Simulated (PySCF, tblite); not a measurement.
# C₄H₉ClO₂Si₂: geometry, infrared bands and NMR shifts

Wanted: the infrared bands and NMR shifts of C₄H₉ClO₂Si₂ (`O=C(O)C/C=C(\Cl)[SiH2][SiH3]`), by calculation.

The runs use tblite 0.8.0 and PySCF 2.14.0, with density-fitted response routines of our own; the level of theory stands in each step. All values are computed, except where a source is named. Atoms are numbered from 0 throughout.

## (1) The molecule as given

18 atoms, charge 0, multiplicity 1; geometry from: force field or distance geometry start.

Bonds of the start (Å): O0–C1 1.24, C1–O2 1.33, C1–C3 1.52, C3–C4 1.51, C4–C5 1.35, C5–Cl6 1.75, C5–Si7 1.89, Si7–Si8 2.31, O2–H9 0.98, C3–H10 1.10, C3–H11 1.08, C4–H12 1.09, Si7–H13 1.48, Si7–H14 1.49, Si8–H15 1.48, Si8–H16 1.48, Si8–H17 1.48.

## (2) Geometry optimisation with GFN2-xTB

Job settings and geometry (Å):

```
{"job": {"kind": "relax", "xc": "GFN2-xTB", "basis": "xTB"}, "charge": 0, "multiplicity": 1}
O     -1.961200    -1.879000     0.835900
C     -2.610900    -0.862200     0.572100
O     -3.924700    -0.944700     0.355900
C     -2.098400     0.566300     0.500700
C     -0.597800     0.599900     0.653500
C      0.305400     0.972000    -0.283200
Cl    -0.212400     1.505700    -1.872400
Si     2.162700     0.944800     0.088900
Si     3.127100    -0.804800    -1.077000
H     -4.137900    -1.899200     0.431300
H     -2.544400     1.121100     1.335100
H     -2.449200     0.994500    -0.427700
H     -0.251300     0.273400     1.636200
H      2.366900     0.767600     1.548700
H      2.761500     2.252000    -0.301500
H      2.930900    -0.638100    -2.533400
H      2.540400    -2.104600    -0.665100
H      4.584600    -0.858300    -0.809800
```

Command:

```console
> OMP_NUM_THREADS=1 python probes_run.py task.json out
```

One launch serves the whole session: the jobs run in the order shown.

**Question.** This job is followed by: GFN2-xTB harmonic vibrations, gas phase; GIAO PBE0/pcSseg-1 NMR shielding, non-relativistic, gas phase. What will the session give for the following? strongest single infrared mode (GFN2-xTB); zero-point energy (GFN2-xTB); 13C shifts against TMS (PBE0/pcSseg-1); 1H shifts against TMS (PBE0/pcSseg-1, means over atoms taken as alike); 17O shifts against H2O (PBE0/pcSseg-1); 35Cl shifts against HCl (PBE0/pcSseg-1); 29Si shifts against TMS (PBE0/pcSseg-1); surface potential, 1st and 99th percentile.

As calculated:

| quantity | value |
| --- | --- |
| strongest single infrared mode (GFN2-xTB) | 673 cm⁻¹, 657 km/mol |
| zero-point energy (GFN2-xTB) | 71.1 kcal/mol |
| 13C shifts against TMS (PBE0/pcSseg-1) | 175.8, 144.9, 142.8, 35.0 ppm |
| 1H shifts against TMS (PBE0/pcSseg-1, means over atoms taken as alike) | 6.49, 6.14, 4.43, 3.58, 3.58 ppm |
| 17O shifts against H2O (PBE0/pcSseg-1) | 445.6, 210.0 ppm |
| 35Cl shifts against HCl (PBE0/pcSseg-1) | 221 ppm |
| 29Si shifts against TMS (PBE0/pcSseg-1) | -65.4, -116.5 ppm |
| surface potential, 1st and 99th percentile | -1.47 V and 2.30 V |

What this shows: Over 54 steps the energy fell by 0.187 eV; of the close pairs, O0–C1 changed most, 1.235 to 1.200 Å. The lowest mode is slightly imaginary (10i cm⁻¹), a soft motion within the noise of the Hessian, so the minimum is not strictly shown. The strongest single mode, at 673 cm⁻¹, moves mainly H13 and H14. GFN2-xTB is a fitted tight-binding method: band positions and strengths are rough. Its intensities can rank the bands wrongly. The most deshielded carbon is C1 (carboxylic acid carbon), at 175.8 ppm: it is a carbonyl in resonance with an O or N lone pair, the region of acids, esters and amides. H12 (hydrogen on an alkene CH) lies farthest downfield among hydrogen, at 6.49 ppm; attached to an sp2 carbon and in the plane of the double bond. At PBE0/pcSseg-1: The widest tensor belongs to O0: span 648 ppm, with a paramagnetic part of -517 ppm. By nearest atom (PBE0/pcSseg-1), the HOMO sits on C4 30 %; Cl6 25 % and the LUMO on C4, C5 about 28 % each; Si7 8 %.
